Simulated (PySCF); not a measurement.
# U-r2SCAN/STO-3G run of SnH2Cl (SMILES [Cl][SnH2])

What is the vertical ionisation energy of SnH2Cl at U-r2SCAN/STO-3G? Input form: a Python script.

The results are computed with PySCF 2.14.0.

7 further runs of the same task are left out: 1 that didn't finish, 6 set aside as unsound or not needed.

## (1) The molecule

The species is SnH2Cl (4 atoms), meant as a doublet with charge 0. SMILES: `[Cl][SnH2]`. Geometry: relaxed at PBE0-D4/def2-TZVP.

Bond lengths: Cl1–Sn2 2.343 Å, Sn2–H3 1.723 Å, Sn2–H4 1.723 Å. Angles: Cl1–Sn2–H3 105.0°, Cl1–Sn2–H4 105.0°, H3–Sn2–H4 111.9°.

## (2) A single-point energy at U-r2SCAN/STO-3G

File start.xyz:

```xyz
4

Cl    -1.882600     0.398400    -0.585000
Sn     0.380000    -0.179600    -0.397100
H      0.412500    -1.500000     0.709600
H      1.145500     1.221000     0.252100
```

File job.py:

```python
# [Cl][SnH2]
from pyscf import gto, dft

system = gto.M(
    atom='start.xyz',
    max_memory=1860,
    basis='sto-3g',
    verbose=3,
    charge=0,
    spin=1,
)

mf = dft.UKS(system, xc='r2scan')
mf.conv_tol = 1e-10
mf.grids.level = 5
mf.kernel()
if not mf.converged:
    mf = mf.newton().run(mf.mo_coeff, mf.mo_occ)

e_final = mf.e_tot
print(f'total energy: {e_final:.8f} hartree')
```

On the command line:

```sh
$ OMP_NUM_THREADS=1 python job.py
```

Output:

```text
WARN: HOMO -0.475011497397677 >= LUMO -0.47501149739769

converged SCF energy = -6421.90592612668  <S^2> = 0.7510626  2S+1 = 2.0010623
total energy: -6421.90592613 hartree
```

Run time: 12 s. Hardware: 1 thread of Arm Neoverse V2, shared host; peak memory 0.29 GiB.

## (3) The singlet cation

File job.py:

```python
from pyscf import gto, dft

system = gto.M(
    atom='''
Cl    -3.557598     0.752867    -1.105490
Sn     0.718096    -0.339395    -0.750410
H      0.779512    -2.834589     1.340950
H      2.164681     2.307356     0.476400
''',
    verbose=4,
    spin=0,
    basis='sto-3g',
    charge=1,
    max_memory=1860,
    unit='bohr',
)

mf = dft.RKS(system, xc='r2scan')
mf.grids.level = 5
mf.conv_tol = 1e-10
mf.kernel()
if not mf.converged:
    mf = mf.newton().run(mf.mo_coeff, mf.mo_occ)

etot = mf.e_tot
print('E = %.10f Eh' % etot)
```

On the command line:

```sh
$ OMP_NUM_THREADS=1 python job.py
```

Output:

```text
PySCF version 2.14.0

[INPUT] num. atoms = 4
[INPUT] num. electrons = 68
[INPUT] charge = 1
[INPUT] spin (= nelec alpha-beta = 2S) = 0
[INPUT] symmetry False subgroup None
[INPUT] Mole.unit = bohr
[INPUT] Symbol           X                Y                Z      unit          X                Y                Z       unit  Magmom
[INPUT]  1 Cl    -1.882599787215   0.398400059254  -0.585000114900 AA   -3.557598000000   0.752867000000  -1.105490000000 Bohr   0.0
[INPUT]  2 Sn     0.380000038453  -0.179600099500  -0.397099870846 AA    0.718096000000  -0.339395000000  -0.750410000000 Bohr   0.0
[INPUT]  3 H      0.412499986039  -1.499999901125   0.709600180983 AA    0.779512000000  -2.834589000000   1.340950000000 Bohr   0.0
[INPUT]  4 H      1.145499854112   1.221000212680   0.252100023282 AA    2.164681000000   2.307356000000   0.476400000000 Bohr   0.0

nuclear repulsion = 228.427557737849
number of shells = 18
number of NR pGTOs = 114
number of NR cGTOs = 38
basis = sto-3g
ecp = {}

******** <class 'pyscf.dft.rks.RKS'> ********
method = RKS
initial guess = minao
damping factor = 0
level_shift factor = 0
DIIS = <class 'pyscf.scf.diis.CDIIS'>
diis_start_cycle = 1
diis_space = 8
diis_damp = 0
SCF conv_tol = 1e-10
SCF conv_tol_grad = None
SCF max_cycles = 50
direct_scf = True
direct_scf_tol = 1e-13
XC library pyscf.dft.libxc version 7.0.0
    S. Lehtola, C. Steigemann, M. J.T. Oliveira, and M. A.L. Marques.,  SoftwareX 7, 1–5 (2018)
XC functionals = r2scan
    J. W. Furness, A. D. Kaplan, J. Ning, J. P. Perdew, and J. Sun.,  J. Phys. Chem. Lett. 11, 8208-8215 (2020)
    J. W. Furness, A. D. Kaplan, J. Ning, J. P. Perdew, and J. Sun.,  J. Phys. Chem. Lett. 11, 9248-9248 (2020)
    J. W. Furness, A. D. Kaplan, J. Ning, J. P. Perdew, and J. Sun.,  J. Phys. Chem. Lett. 11, 8208-8215 (2020)
    J. W. Furness, A. D. Kaplan, J. Ning, J. P. Perdew, and J. Sun.,  J. Phys. Chem. Lett. 11, 9248-9248 (2020)
radial grids:
    Treutler-Ahlrichs [JCP 102, 346 (1995); DOI:10.1063/1.469408] (M4) radial grids

becke partition: Becke, JCP 88, 2547 (1988); DOI:10.1063/1.454033
pruning grids: <function nwchem_prune>
grids dens level: 5
symmetrized grids: False
atomic radii adjust function: <function treutler_atomic_radii_adjust>
small_rho_cutoff = 0
Set gradient conv threshold to 1e-05
Initial guess from minao.
tot grids = 137136
init E= -6405.24193552845
  HOMO = -0.57722984506988  LUMO = -0.475011493432314  gap/eV = 2.78150
cycle= 1 E= -6421.64146909382  delta_E= -16.4  |g|= 0.236  |ddm|= 2.39
  HOMO = -0.405648857420098  LUMO = -0.357846554354261  gap/eV = 1.30077
cycle= 2 E= -6421.62661663342  delta_E= 0.0149  |g|= 0.227  |ddm|= 0.985
  HOMO = -0.464986476239949  LUMO = -0.354324946093744  gap/eV = 3.01125
cycle= 3 E= -6421.64336856756  delta_E= -0.0168  |g|= 0.142  |ddm|= 1.07
  HOMO = -0.43645956208633  LUMO = -0.366635174362791  gap/eV = 1.90002
cycle= 4 E= -6421.66004355219  delta_E= -0.0167  |g|= 0.0322  |ddm|= 0.558
  HOMO = -0.438767525844837  LUMO = -0.365180972387107  gap/eV = 2.00239
cycle= 5 E= -6421.66069819795  delta_E= -0.000655  |g|= 0.00709  |ddm|= 0.0772
  HOMO = -0.439963953416025  LUMO = -0.36574783966976  gap/eV = 2.01952
cycle= 6 E= -6421.66073450231  delta_E= -3.63e-05  |g|= 0.00137  |ddm|= 0.018
  HOMO = -0.440209363583293  LUMO = -0.365745705506461  gap/eV = 2.02626
cycle= 7 E= -6421.66073597029  delta_E= -1.47e-06  |g|= 0.000126  |ddm|= 0.00404
  HOMO = -0.440229278628625  LUMO = -0.365743203250964  gap/eV = 2.02687
cycle= 8 E= -6421.66073598227  delta_E= -1.2e-08  |g|= 1.43e-06  |ddm|= 0.000381
  HOMO = -0.440229689988586  LUMO = -0.365743145111249  gap/eV = 2.02688
cycle= 9 E= -6421.66073598227  delta_E= -2.73e-12  |g|= 6.14e-07  |ddm|= 7.06e-06
  HOMO = -0.440229392437216  LUMO = -0.365743175155376  gap/eV = 2.02687
Extra cycle  E= -6421.66073598228  delta_E= -1.82e-12  |g|= 1.4e-06  |ddm|= 6.15e-06
converged SCF energy = -6421.66073598228
E = -6421.6607359823 Eh
```

Run time: 6.3 s. Hardware: 1 thread of Arm Neoverse V2, shared host; peak memory 0.28 GiB.

## (4) Outcome

At U-r2SCAN/STO-3G:

| quantity | value |
| --- | --- |
| doublet SnH2Cl: total energy | -6421.90593 Eh |
| doublet SnH2Cl: dipole moment | 3.22 D |
| doublet SnH2Cl: HOMO energy (highest over α and β) | -3.13 eV |
| doublet SnH2Cl: LUMO energy (lowest over α and β) | -0.88 eV |
| doublet SnH2Cl: ⟨S²⟩ | 0.751 |
| singlet cation: total energy | -6421.66074 Eh |
| singlet cation: HOMO energy | -11.98 eV |
| singlet cation: LUMO energy | -9.95 eV |
| singlet cation: HOMO–LUMO gap | 2.03 eV |
| vertical ionisation energy (to the singlet cation) | 6.672 eV |

The vertical ionisation energy comes to 6.67 eV (644 kJ/mol). Only the singlet of the ionised species was computed; a triplet could lie lower. In a minimal basis such a difference can be off by several eV, whatever the method. Relativity is left out (doublet SnH2Cl) although the molecule holds a heavy atom. Relativity is left out (singlet cation) although the molecule holds a heavy atom.
